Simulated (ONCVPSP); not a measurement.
# Cu: the cost of one run

Program: ONCVPSP 4.0.1.1 (patched build). Reference atom: PBE, scalar-relativistic, spherical and spin-unpolarised. All values are calculated.

### Step 1. The design

The settings as typed:

```
element                 : copper (Cu, Z = 29)
type                    : optimised norm-conserving Vanderbilt (ONCV)
frozen core             : [Ne]
valence charge          : 19
reference configuration : 3s2 3p6 3d10 4s1
partial waves           : 3s+4s: rc 1.15 bohr, ncon 4, nbas 8, qcut 8.6 1/bohr, 2 projectors; 3p: rc 0.70 bohr, ncon 4, nbas 8, qcut 10.3 1/bohr, 2 projectors, debl 3.1 Ha; 3d: rc 1.60 bohr, ncon 4, nbas 9, qcut 9.1 1/bohr, 2 projectors, debl 2.8 Ha
local potential         : polynomial inside 0.70 bohr (lpopt 5, dvloc0 0 Ha)
core correction         : Teter function, fcfact 5.5, rcfact 1.4
```

The nodes and maxima of the atom's own shells, from an earlier all-electron run, set the scale for the radii.

All-electron outer shells of the reference configuration (PBE, scalar-relativistic, ld1.x):

```csv
shell,level (eV),outermost node (bohr),outermost maximum (bohr)
2p,-916.98,–,0.16
3s,-114.70,0.29,0.61
3p,-72.14,0.26,0.62
3d,-5.04,–,0.60
4s,-4.61,0.89,2.27
4p,-0.70,0.97,3.65
```

### Step 2. Generation

File Cu.dat:

```
# ATOM AND REFERENCE CONFIGURATION
# atsym  z   nc   nv     iexc    psfile
  Cu 29.00    3    4        4      upf
#
#   n    l    f
    1    0    2.00
    2    0    2.00
    2    1    6.00
    3    0    2.00
    3    1    6.00
    3    2   10.00
    4    0    1.00
#
# PSEUDOPOTENTIAL AND OPTIMIZATION
# lmax
    2
#
#   l,   rc,      ep,       ncon, nbas, qcut
    0    1.15    0.00    4    8    8.60
    1    0.70    0.00    4    8   10.30
    2    1.60    0.00    4    9    9.10
#
# LOCAL POTENTIAL
# lloc, lpopt,  rc(5),   dvloc0
    4    5    0.70    0.00
#
# VANDERBILT-KLEINMAN-BYLANDER PROJECTORs
# l, nproj, debl
    0    2    1.90
    1    2    3.10
    2    2    2.80
#
# MODEL CORE CHARGE
# icmod, fcfact, rcfact
    3    5.50    1.40
#
# LOG DERIVATIVE ANALYSIS
# epsh1, epsh2, depsh
   -6.00    5.00    0.04
#
# OUTPUT GRID
# rlmax, drl
    6.00    0.01
#
# TEST CONFIGURATIONS
# ncnf
    4
# nvcnf
#   n    l    f
    4
    3    0    2.00
    3    1    6.00
    3    2   10.00
    4    0    0.00
#
    4
    3    0    2.00
    3    1    6.00
    3    2    9.00
    4    0    0.00
#
    4
    3    0    2.00
    3    1    6.00
    3    2    8.00
    4    0    0.00
#
    5
    3    0    2.00
    3    1    6.00
    3    2    9.00
    4    0    1.00
    4    1    1.00
#
```

Run with:

```console
oncvpsp.x < Cu.dat > Cu.out
```

**Question.** How long does this run take on 1 thread of Neoverse-N1, shared host?

About 6 s.
